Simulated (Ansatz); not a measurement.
# Lu3F2: one candidate of a structure search

Where does this trial cell of Lu3F2 go when cell and atoms are let free?

Method: DFT PBE, scalar-relativistic, plane waves, PAW, in Ansatz 0.2.0.

### Step 1. The starting structure

Symmetry: Pm-3m, No. 221, cubic system. Conventional cell: a = 4.549 Å, b = 4.549 Å, c = 4.549 Å, α = 90.00°, β = 90.00°, γ = 90.00°. Around Lu (site symmetry 4/mmm) lie 6 F at 2.27 to 3.22 Å and 8 Lu at 3.22 Å. Around F (site symmetry m-3m) lie 6 Lu at 2.27 Å. F (site symmetry m-3m) has 12 Lu at 3.22 Å as nearest neighbours.

Coordinates:

```cif
data_structure
_symmetry_space_group_name_H-M 'Pm-3m'
_symmetry_Int_Tables_number 221
_cell_length_a 4.5492
_cell_length_b 4.5492
_cell_length_c 4.5492
_cell_angle_alpha 90.000
_cell_angle_beta 90.000
_cell_angle_gamma 90.000
_cell_volume 94.15
loop_
_atom_site_label
_atom_site_type_symbol
_atom_site_symmetry_multiplicity
_atom_site_Wyckoff_symbol
_atom_site_fract_x
_atom_site_fract_y
_atom_site_fract_z
_atom_site_occupancy
Lu1 Lu 3 d 0.50000 0.00000 0.00000 1
F1 F 1 a 0.00000 0.00000 0.00000 1
F2 F 1 b 0.50000 0.50000 0.50000 1
```

The cell is invented: random cell by space group and Wyckoff sites (Pm-3m, No. 221). Its size is a rough estimate.

### Step 2. Probe: one point on a coarse mesh

The input, input.yaml:

```yaml
crystal:
  lattice:
    - [4.54923599, 0.0, 0.0]
    - [0.0, 4.54923599, 0.0]
    - [0.0, 0.0, 4.54923599]
  atoms:
    - { symbol: Lu, position: [0.5, 0.0, 0.0] }
    - { symbol: Lu, position: [0.0, 0.5, 0.0] }
    - { symbol: Lu, position: [0.0, 0.0, 0.5] }
    - { symbol: F, position: [0.0, 0.0, 0.0] }
    - { symbol: F, position: [0.5, 0.5, 0.5] }
basis:
  ecutwfc: 420
kpoints:
  mp_grid: { grid: [4, 4, 4] }
hamiltonian:
  xc: pbe
scf:
  occupations: { method: gaussian, width: 0.1 }
  lower_state_search: "off"
output:
  forces: true
  stress: true
  eigenvalues: true
```

Started as:

```
$ ansatz run input.yaml --threads 1 --pin off --max-ram 2560MiB --backend cpu --events-out ev --progress --plain --runs-dir out
```

The session goes on with these runs: rough relaxation on the coarse mesh; final relaxation.

Q: Predict the outcome of this session. Wanted: conventional cell; volume; energy over the elements; gap on the mesh.

**Answer**, as computed:

| quantity | value |
| --- | --- |
| symmetry at the end (tolerance 0.05 Å) | space group Pm-3m (No. 221) |
| conventional cell | a = 4.861 Å, b = 4.861 Å, c = 4.861 Å, α = 90.00°, β = 90.00°, γ = 90.00° |
| volume | 22.97 Å³/atom |
| energy over the elements (uncorrected; H, N, O, F and Cl as molecules) | -0.71 eV/atom |
| gap on the mesh | none (metal) |

The space group Pm-3m (No. 221) is kept, and the volume per atom grows by 22.0 % from the first guess. A negative formation energy is needed for stability but isn't enough; other structures and compounds were not set against it here. No finished test with a distortion of lower symmetry is shown, so the end may be a saddle point. The runs treat Lu without spin-orbit coupling. Spin polarisation is off in the runs that give these values; a magnetic solution could lie lower.
